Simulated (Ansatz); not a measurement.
Below is the output of a Python script on the Ansatz DFT code, driven from Python that makes a ladder of methods at one geometry of CH4BFOS, SMILES FBOCS. Write a script that gives it. Use (for the species named): PBE0, cc-pVDZ basis, multiplicity 1. The script varies functional: pbe0, pbe, hf, lc_wpbe, cam_b3lyp.

```yaml
atoms:
  - { symbol: F, position_ang: [-2.1097, -1.2954, 0.5324] }
  - { symbol: B, position_ang: [-1.5885, 0.0683, 0.4113] }
  - { symbol: O, position_ang: [-0.5318, 0.3286, -0.5621] }
  - { symbol: C, position_ang: [0.8070, 0.1329, 0.0987] }
  - { symbol: S, position_ang: [2.0790, 0.4276, -1.0952] }
  - { symbol: H, position_ang: [-2.0144, 0.9709, 1.0669] }
  - { symbol: H, position_ang: [0.8630, -0.9266, 0.4653] }
  - { symbol: H, position_ang: [0.9040, 0.8485, 0.9457] }
  - { symbol: H, position_ang: [1.6798, -0.6011, -1.8801] }
```

```console
$ python methods.py --basis cc-pVDZ
functional    E (Ha)        dipole (D)   HOMO (eV)  LUMO (eV)
pbe0          -638.282256     1.269      -7.318     -1.141
pbe           -638.239261     1.162      -6.013     -2.145
hf            -636.774352     1.577     -10.266      2.674
lc_wpbe       -638.417013     1.286     -10.094      1.340
cam_b3lyp     -638.599458     1.308      -8.626      0.063
```

One script that gives this output:

Script `methods.py`:
```python
from pathlib import Path
import argparse

import ansatz
from ase import Atoms
import numpy as np

parser = argparse.ArgumentParser(description='CH4BFOS at several levels of theory.')
parser.add_argument('--basis', required=True, help='basis')
args = parser.parse_args()

atoms = Atoms(['F', 'B', 'O', 'C', 'S', 'H', 'H', 'H', 'H'], positions=[
    [-2.1097, -1.2954, 0.5324],
    [-1.5885, 0.0683, 0.4113],
    [-0.5318, 0.3286, -0.5621],
    [0.807, 0.1329, 0.0987],
    [2.079, 0.4276, -1.0952],
    [-2.0144, 0.9709, 1.0669],
    [0.863, -0.9266, 0.4653],
    [0.904, 0.8485, 0.9457],
    [1.6798, -0.6011, -1.8801],
])
mol = ansatz.Crystal.molecule_from_ase(atoms)

calc = mol.calculation().basis(gaussian=args.basis)

print('functional    E (Ha)        dipole (D)   HOMO (eV)  LUMO (eV)')
for name in ['pbe0', 'pbe', 'hf', 'lc_wpbe', 'cam_b3lyp']:
    summary = calc.functional(name).forces().orbitals().run(runs_dir='runs').report
    lines = Path(summary['orbitals_path']).read_text().splitlines()
    field_of = lambda key: [line.split('=')[1].strip() for line in lines if line.startswith(key)]
    orbitals = [(27.211386 * float(e), s, float(n)) for e, s, n in zip(field_of('Ene='), field_of('Spin='), field_of('Occup='))]
    homo = max(e for e, _, n in orbitals if n > 0.5)
    lumo = min(e for e, _, n in orbitals if n < 0.5)
    dipole = 4.803205 * np.linalg.norm(summary['charge_distribution']['dipole_moment_e_ang'])
    print(f'{name:10s} {summary["free_energy_ev"] / 27.211386246:14.6f} {dipole:9.3f} {homo:11.3f} {lumo:10.3f}')
```

Notes:
- These settings explore the input space; basis and method may be short of convergence.
- The geometry is a force-field or estimated start, not a minimum of this method, and the basis set is short of its limit. A lower total doesn't mark the better method: functionals have no common bound, and MP2 and coupled cluster aren't variational.
- Levels such as HOMO and LUMO are orbital energies: with these approximate functionals they aren't the ionisation energy and electron affinity, and their gap isn't the fundamental gap.
- Timing: 15 s on 1 thread of Intel(R) Xeon(R) Platinum 8488C (Sapphire Rapids) (shared host), peak memory 0.28 GiB.

(A comment or docstring line of the script was reworded after the run, the code is as it ran; lines on the test bed's own set-up are left out of the output.)
